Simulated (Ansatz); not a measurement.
# GeH2 (triplet): the correlation ladder, cc-pVTZ

Aim: climb from Hartree-Fock through coupled cluster and multireference methods for GeH2 (triplet) at one geometry and basis, and see what each rung misses.

The runs use Ansatz 0.2.0, Gaussian basis; cc-pVTZ, core rule «outside noble gas», up to 14 orbitals frozen.

Plan: UHF; CCSD(T) on ROHF; CCSD(T) on UHF; BCCD(T) on ROHF; CISD; CCSDT(Q) on ROHF; CCSDT(Q) on UHF; CASSCF and MRCISD+Q, 6 electrons in 6 orbitals; CASSCF and NEVPT2, 6 electrons in 6 orbitals; Full CI.

5 further runs of the same task are left out: 1 that didn't finish, 4 set aside as unsound or not needed.

**1. The geometry**

The geometry is a PBE0/def2-TZVP stationary point (not a proven minimum). No spin-orbit coupling is included. The filled d shell of Ge may be among the frozen orbitals whatever the setting's name suggests; the logs give the count.

3 atoms, charge 0, spin multiplicity 3.

Atoms are counted from 1 here; the program's logs count them from 0.

Bond lengths: Ge1–H2 1.541 Å, Ge1–H3 1.541 Å. Angles: H2–Ge1–H3 120.0°.

**2. UHF**

in.yaml reads:

```yaml
crystal:
  periodic: [false, false, false]
  atoms:
    - {symbol: Ge, position_ang: [0.000000, -0.020787, 0.000000]}
    - {symbol: H, position_ang: [0.000000, 0.749032, -1.334401]}
    - {symbol: H, position_ang: [0.000000, 0.749032, 1.334401]}
basis:
  gaussian: {orbitals: cc-pVTZ}
magnetization: {spin_polarized: true, initial_magnetization: 2}
hamiltonian: {xc: hf}
output: {orbitals: {seedname: orbitals}}
```

On the command line:

```console
ansatz run in.yaml --threads 1 --pin off --events-out ev --progress --plain --max-ram 4160MiB --backend cpu
```

The runs that follow: CCSD(T) on ROHF; CCSD(T) on UHF; BCCD(T) on ROHF; CISD; CCSDT(Q) on ROHF; CCSDT(Q) on UHF; CASSCF and MRCISD+Q, 6 electrons in 6 orbitals; CASSCF and NEVPT2, 6 electrons in 6 orbitals; Full CI.

**Question.** What will the summary of the whole plan be? Wanted: FCI below the RHF energy; RMP2 from FCI; UMP2 from FCI; RCCSD from FCI; RCCSD(T) from FCI; UCCSD(T) from FCI; RCCSDT(Q) from FCI; UCCSDT(Q) from FCI; NEVPT2 valence from FCI.

**Answer**, as computed:

| quantity | value |
| --- | --- |
| FCI below the RHF energy | -3.0569 eV |
| RMP2 from FCI | +15.14 kcal/mol |
| UMP2 from FCI | +14.83 kcal/mol |
| RCCSD from FCI | +2.26 kcal/mol |
| RCCSD(T) from FCI | +0.45 kcal/mol |
| UCCSD(T) from FCI | +0.14 kcal/mol |
| RCCSDT(Q) from FCI | -0.01 kcal/mol |
| UCCSDT(Q) from FCI | -0.32 kcal/mol |
| NEVPT2 valence from FCI | +14.01 kcal/mol |
| MRCISD+Q valence from FCI | +0.33 kcal/mol |
| levels within 1 kcal/mol (43 meV) | RCCSD(T), UCCSD(T), BCCD(T), RCCSDT, UCCSDT, RCCSDT(Q), UCCSDT(Q), MRCISD+Q valence |
| T1 diagnostic | 0.021 |
| effectively unpaired electrons | 2.03 |

What this shows: RCCSD(T) lands +0.45 kcal/mol from the yardstick (0.6 % of the correlation energy). UCCSDT, UCCSDT(Q) fall below full CI: unrestricted runs freeze a spin-polarised core, another one than full CI's, and coupled cluster isn't variational. One determinant dominates. Of the multireference levels listed MRCISD+Q valence comes nearest in total energy (+0.33 kcal/mol), which doesn't show that its space is the better one. These misses are within one basis, not against nature; the frozen cores of restricted and unrestricted runs differ, which can shift their rows.
